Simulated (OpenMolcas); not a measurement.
**triplet SnCl2: levels of theory compared**

Aim: a comparison of 6 runs (UHF/STO-3G, U-revPBE/def2-SVP, UB3LYP/def2-SVP, UM06-L/def2-SVP, UTPSS/def2-SVP, ROCCSD(T)/def2-SVP) of triplet SnCl2. 

Program for the calculation: OpenMolcas 26.06.

### 1 The structure to begin with

The species is SnCl2 (3 atoms), meant as a triplet with charge 0. As SMILES of the parent species, `[Cl][Sn][Cl]`. Geometry: relaxed at PBE0-D4/def2-TZVP. That shape belongs to the parent species and isn't relaxed for this state.

Bond lengths: Cl1–Sn2 2.363 Å, Sn2–Cl3 2.363 Å. Angles: Cl1–Sn2–Cl3 98.4°.

### 2 A single-point energy at UHF/STO-3G (run 1)

calc.input reads:

```
&GATEWAY
  BasLib = $CurrDir
  Coord
  3
  angstrom
  Cl       1.154200       1.220700       0.756000
  Sn      -0.796900       0.518900      -0.376600
  Cl      -0.368200      -1.804500      -0.392600
  Basis = STO-3G
  Group = NoSym

&SEWARD

&SCF
  UHF
  Spin = 3
  Thresholds = 1e-10 1e-07 1e-07 1e-05
  PrOrbitals = 1 2
```

The basis set STO-3G is read from a file made from the Basis Set Exchange's data (not shown).

Run with:

```sh
$ export MOLCAS_MEM=1860
$ pymolcas calc.input > calc.log
```

Output:

```text
--- Start Module: gateway ---
[...]
--- Stop Module: gateway /rc=_RC_ALL_IS_WELL_ ---
--- Start Module: seward ---
[...]
      Basis functions           45
--- Stop Module: seward /rc=_RC_ALL_IS_WELL_ ---
[...]
--- Start Module: scf ---
[...]
       Convergence after  14 Iterations
[...]
::    Total SCF energy                              -6872.5362624019
[...]
      Total spin, S                                     1.0010516681
[...]
      Total electronic charge=   84.000000
      Total            charge=   -0.000000
[...]
      Dipole Moment (debye):
      Origin of the operator (angstrom)=   -0.3585    0.2202   -0.1709
                   X= -4.5299E+00               Y=  3.0867E+00               Z= -2.1254E+00           Total=  5.8793E+00
      Quadrupole Moment (debye*angstrom):
[...]
--- Stop Module: scf /rc=_RC_ALL_IS_WELL_ ---
[...]
```

Wall time 6.9 s (1 thread of Intel Xeon at 2.50GHz (Skylake/Cascade Lake), shared host); peak memory 0.38 GiB.

### 3 A single-point energy at U-revPBE/def2-SVP (core potential) (run 2)

input.xyz reads:

```xyz
3

Cl     1.154200     1.220700     0.756000
Sn    -0.796900     0.518900    -0.376600
Cl    -0.368200    -1.804500    -0.392600
```

job.inp reads:

```
* Cl2Sn Kohn-Sham DFT
&GATEWAY
BasLib = $CurrDir
Coord = input.xyz
Basis = def2-SVP
Group = NoSym
&SEWARD
GridInput
Grid=UltraFine
End of Grid
&SCF
UHF
Spin = 3
KSDFT = revPBE
Thresholds = 1e-10 1e-07 1e-07 1e-05
PrOrbitals = 1
```

The basis set def2-SVP is read from a file made from the Basis Set Exchange's data (not shown).

Run with:

```sh
$ export MOLCAS_MEM=1860
$ pymolcas job.inp > job.log
```

Output:

```text
--- Start Module: gateway ---
[...]
--- Stop Module: gateway /rc=_RC_ALL_IS_WELL_ ---
--- Start Module: seward ---
[...]
      Basis functions           62
--- Stop Module: seward /rc=_RC_ALL_IS_WELL_ ---
[...]
--- Start Module: scf ---
[...]
       Convergence after  21 Iterations
[...]
::    Total KS-DFT energy                           -1134.2901888338
[...]
      Total spin, S                                     1.0008305036
[...]
      Total electronic charge=   56.000000
      Total            charge=   -0.000000
[...]
      Dipole Moment (debye):
      Origin of the operator (angstrom)=   -0.3585    0.2202   -0.1709
                   X= -1.6498E+00               Y=  1.1242E+00               Z= -7.7408E-01           Total=  2.1412E+00
      Quadrupole Moment (debye*angstrom):
[...]
--- Stop Module: scf /rc=_RC_ALL_IS_WELL_ ---
[...]
```

Run time: 45 s. Hardware: 1 thread of Intel Xeon at 2.50GHz (Skylake/Cascade Lake), shared host; peak memory 0.4 GiB.

Runs 3 to 5 aren't shown in full; the table further down has their settings and results.

### 4 A single-point energy at ROCCSD(T)/def2-SVP (core potential) (run 6)

calc.input reads:

```
&GATEWAY
  BasLib = $CurrDir
  Coord
  3
  bohr
  Cl     2.18112189     2.30678868     1.42863295
  Sn    -1.50592275     0.98057889    -0.71167086
  Cl    -0.69579716    -3.41001079    -0.74190648
  Basis = def2-SVP
  Group = NoSym

&SEWARD

&SCF
  UHF
  Spin = 3
  Thresholds = 1e-10 1e-07 1e-07 1e-05
  PrOrbitals = 1

&RASSCF
  FileOrb = $Project.UnaOrb
  Spin = 3
  Nactel = 2 0 0
  Inactive = 27
  Ras2 = 2
  OutOrbitals = Canonical
  OrbListing = Nothing

&MOTRA
  JobIph
  Frozen = 14

&CCSDT
  CCT
  Triples = 3
  Iterations = 80
  Accuracy = 1e-08
  Extrapolation = 5 4
```

The basis set def2-SVP is read from a file made from the Basis Set Exchange's data (not shown).

Run with:

```sh
$ export MOLCAS_MEM=1860
$ pymolcas calc.input > calc.log
```

Output:

```text
--- Start Module: gateway ---
[...]
--- Stop Module: gateway /rc=_RC_ALL_IS_WELL_ ---
[...]
      Basis functions           62
[...]
       Convergence after  19 Iterations
[...]
::    Total SCF energy                              -1132.0859960646
[...]
      Total spin, S                                     1.0041373882
[...]
      Number of active orbitals                  2
[...]
      Spin quantum number                      1.0
[...]
      Active orbitals                            2
[...]
      Number of CSFs                             1
[...]
      Number of root(s) required                 1
[...]
      Convergence after 12 iterations
[...]
      printout of CI-coefficients larger than  0.05 for root  1
      energy=   -1132.082632
      conf/sym  11     Coeff  Weight
             1  uu   1.00000 1.00000
      Natural orbitals and occupation numbers for root  1
      sym 1:   1.000000   1.000000
      ************************************************************************************************************************
      *                                                    Final results                                                     *
[...]
::    RASSCF root number  1 Total energy:  -1132.08263216
[...]
      Total electronic charge=   56.000000
      Total            charge=   -0.000000
[...]
      Dipole Moment (debye):
      Origin of the operator (angstrom)=   -0.3585    0.2202   -0.1709
                   X= -2.9587E+00               Y=  2.0162E+00               Z= -1.3882E+00           Total=  3.8401E+00
      Quadrupole Moment (debye*angstrom):
[...]
--- Start Module: motra ---
[...]
      *** WARNING: Default frozen orbitals is overwritten by user input.
      *** Default values:  10
[...]
--- Stop Module: motra /rc=_RC_ALL_IS_WELL_ ---
[...]
--- Start Module: ccsdt ---
[...]
      Convergence after                    21  Iterations
      Total energy (diff) :   -1132.44728314       0.00000000
[...]
 METHOD                       : CCSD+T(CCSD)+<T3(1)WT1>+<T3(1)UT2> = CCSD(T)
[...]
       CCSD     =     -1132.4472831372548
[...]
--- Stop Module: ccsdt /rc=_RC_ALL_IS_WELL_ ---
[...]
```

It took 61 s on 1 thread of Intel Xeon at 2.50GHz (Skylake/Cascade Lake), shared host; peak memory 0.4 GiB.

### 5 The series

```csv
run,level,integration grid,frozen core orbitals,energy (Eh),dipole moment (D),HOMO energy (eV),⟨S²⟩,wall time
1,UHF/STO-3G,–,–,-6872.536262,5.88,-5.71,2.003,6.9 s
2,U-revPBE/def2-SVP (core potential),UltraFine,–,-1134.290189,2.14,-3.99,2.002,45 s
3,UB3LYP/def2-SVP (core potential),UltraFine,–,-1134.508500,2.26,-4.72,2.004,32 s
4,UM06-L/def2-SVP (core potential),UltraFine,–,-1134.573023,2.49,-4.00,2.002,44 s
5,UTPSS/def2-SVP (core potential),UltraFine,–,-1134.369716,2.30,-4.16,2.003,52 s
6,ROCCSD(T)/def2-SVP (core potential),–,14,-1132.456630,–,–,–,61 s
```

### 6 What came out

```
             quantity           value
  run 6: total energy  -1132.45663 Eh
run 6: (T) correction       -9.35 mEh
```

What this shows: Over runs 1, 2, 3, 4, 5 the dipole moment (its size) runs from 2.14 D (U-revPBE/def2-SVP) to 5.88 D (UHF/STO-3G). The two ends differ in method and basis and core potential. Totals of different functionals can't be ranked against each other. Some runs of one species differ in core potentials or relativity; totals across that change don't compare. In run 1 the basis is minimal, so the values are rough. In run 1 relativity is left out where basis or elements ask for it. All runs together took 4 min, the longest 61 s.
